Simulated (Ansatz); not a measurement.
# C5H12AlCl: up Jacob's ladder to CCSD(T)

The task here is to estimate one member of a computed series from the others.

Computed with Ansatz 0.2.0, Gaussian basis. Level: functionals in def2-TZVPP, the program's frozen cores in correlated methods.

Levels to be run: LDA (SPW92), PBE-D4, revPBE-D4, BLYP-D4, r2SCAN-D4, B97M-V, PBE0-D4, B3LYP-D4, r2SCANh-D4, r2SCAN0-D4, HSE06-D4, BHLYP-D4, CAM-B3LYP-D4, LC-ωPBE, ωB97X-V, ωB97M-V, B2PLYP, PBE-QIDH; CCSD(T)/def2-SVP; CCSD(T)/def2-TZVPP; MP2/def2-QZVPP; extrapolation to the limit; RPA on PBE.

## The relaxed structure

An earlier PBE0-D4 in a triple-zeta def2 set relaxation fixed the geometry.

SMILES `CC(C)(C)[CH2][AlH][Cl]`, 19 atoms, charge 0, spin multiplicity 1.

Atoms are counted from 1 here; the program's logs count them from 0.

Bond lengths: C1–C2 1.526 Å, C1–H8 1.094 Å, C1–H9 1.093 Å, C1–H10 1.094 Å, C2–C3 1.528 Å, C2–C4 1.527 Å, C2–C5 1.540 Å, C3–H11 1.094 Å, C3–H12 1.102 Å, C3–H13 1.093 Å, C4–H14 1.094 Å, C4–H15 1.093 Å, C4–H16 1.093 Å, C5–Al6 1.953 Å, C5–H17 1.097 Å, C5–H18 1.097 Å, Al6–Cl7 2.109 Å, Al6–H19 1.581 Å. Angles: C2–C1–H8 110.9°, C2–C1–H9 110.8°, C2–C1–H10 111.7°, H8–C1–H9 107.9°, H8–C1–H10 107.7°, H9–C1–H10 107.7°, C1–C2–C3 109.3°, C1–C2–C4 109.2°, C1–C2–C5 110.0°, C3–C2–C4 109.2°, C3–C2–C5 109.0°, C4–C2–C5 110.1°, C2–C3–H11 111.8°, C2–C3–H12 111.4°, C2–C3–H13 111.4°, H11–C3–H12 106.1°, H11–C3–H13 108.0°, H12–C3–H13 107.9° and more.

Set-up of the first run:

Input file in.yaml:

```yaml
crystal:
  periodic: [false, false, false]
  atoms:
    - {symbol: C, position_ang: [-1.591379, -0.178222, -0.310550]}
    - {symbol: C, position_ang: [-0.067391, -0.245914, -0.363061]}
    - {symbol: C, position_ang: [0.434427, -1.193369, 0.725833]}
    - {symbol: C, position_ang: [0.365670, -0.775720, -1.727774]}
    - {symbol: C, position_ang: [0.529618, 1.153450, -0.123583]}
    - {symbol: Al, position_ang: [0.351898, 1.710876, 1.739310]}
    - {symbol: Cl, position_ang: [2.104130, 2.215513, 2.798784]}
    - {symbol: H, position_ang: [-2.032236, -1.167042, -0.464860]}
    - {symbol: H, position_ang: [-1.977606, 0.486525, -1.087953]}
    - {symbol: H, position_ang: [-1.946601, 0.196754, 0.654300]}
    - {symbol: H, position_ang: [0.070744, -2.213624, 0.575417]}
    - {symbol: H, position_ang: [0.078015, -0.886204, 1.722077]}
    - {symbol: H, position_ang: [1.527062, -1.224077, 0.754233]}
    - {symbol: H, position_ang: [-0.060880, -1.764457, -1.923199]}
    - {symbol: H, position_ang: [0.037621, -0.103753, -2.525116]}
    - {symbol: H, position_ang: [1.454177, -0.859516, -1.787188]}
    - {symbol: H, position_ang: [1.600600, 1.146085, -0.359843]}
    - {symbol: H, position_ang: [0.070997, 1.878086, -0.807662]}
    - {symbol: H, position_ang: [-0.990666, 1.820410, 2.567337]}
basis:
  gaussian: {orbitals: def2-TZVPP}
hamiltonian: {xc: lda}
output: {orbitals: {seedname: orbitals}}
```

Among the steps run: LDA; PBE-D4 (GGA); revPBE-D4 (GGA); BLYP-D4 (GGA); r2SCAN-D4 (meta-GGA); B97M-V (meta-GGA); PBE0-D4 (hybrid); B3LYP-D4 (hybrid); r2SCANh-D4 (hybrid); r2SCAN0-D4 (hybrid); HSE06-D4 (hybrid); BHLYP-D4 (hybrid); CAM-B3LYP-D4 (range-separated); LC-ωPBE (range-separated); ωB97X-V (range-separated); ωB97M-V (range-separated); B2PLYP (double hybrid); PBE-QIDH (double hybrid).

One of the session's tables, all rows but one given; the rest of the session is left out.

It belongs to the step «Frontier levels by functional». 

| functional | HOMO (eV) | gap (eV) |
| --- | --- | --- |
| LDA (SPW92) | -6.55 | 4.45 |
| PBE-D4 | ? | ? |
| revPBE-D4 | -6.39 | 4.72 |
| BLYP-D4 | -6.32 | 4.67 |
| r2SCAN-D4 | -6.70 | 5.22 |
| B97M-V | -6.82 | 5.17 |
| PBE0-D4 | -7.67 | 6.66 |
| B3LYP-D4 | -7.48 | 6.27 |
| r2SCANh-D4 | -7.16 | 5.94 |
| r2SCAN0-D4 | -7.85 | 7.02 |
| HSE06-D4 | -7.28 | 5.89 |
| BHLYP-D4 | -8.84 | 8.65 |
| CAM-B3LYP-D4 | -9.03 | 8.98 |
| LC-ωPBE | -10.36 | 11.41 |
| ωB97X-V | -10.02 | 10.94 |
| ωB97M-V | -9.86 | 10.49 |

Q: Estimate the row for PBE-D4 from the others.

As computed: HOMO (eV): -6.44; gap (eV): 4.63. In the column «HOMO (eV)» it lies between LDA (SPW92) (-6.55) and revPBE-D4 (-6.39).
